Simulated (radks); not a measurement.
**Fractional charge and spin in the 4d shell of rhodium**

An exercise on one series of results from a longer session: the logs are not shown, and one member is left open.

The numbers are computed with radks (a radial shooting solver on a logarithmic mesh, Libxc functionals) version 1 (scalar-relativistic Kohn-Sham, PBE, spin-polarised, spherical densities, point nucleus), except any that are marked as measured or tabulated.

## What is computed

```
element       : rhodium (Z = 45)
configuration : [Kr] 4d(up 5, down 2)
```

A shell typed twice in an input gives spin up, then spin down.

The first run:

Input:

```text
Z 45
configuration [Kr] 4d5 4d2
relativity scalar-relativistic
functional pbe,pbe
spin polarised
nucleus point
c 137.035999084
```

Steps of the session up to this table: 4d: up 5, down 2.

One table of the session follows, with a row left open; its other results are not shown here.

From the orbitals of this run (lengths in bohr):

| level | <r> | outermost maximum (interpolated) | 90 % within | nodes |
| --- | --- | --- | --- | --- |
| 3d up | 0.3704 | 0.291 | 0.588 | 0 |
| 3d down | 0.3703 | 0.292 | 0.588 | 0 |
| 4s up | ? | ? | ? | ? |
| 4s down | 0.9764 | 0.880 | 1.42 | 3 |
| 4p up | 1.076 | 0.944 | 1.59 | 2 |
| 4p down | 1.074 | 0.942 | 1.59 | 2 |
| 4d up | 1.436 | 1.13 | 2.26 | 1 |
| 4d down | 1.457 | 1.13 | 2.31 | 1 |

Estimate the missing values for 4s up.

The run gave: <r>: 0.9788; outermost maximum (interpolated): 0.882; 90 % within: 1.42; nodes: 3. In the column «<r>» it lies between 4s down (0.9764) and 4p down (1.074).
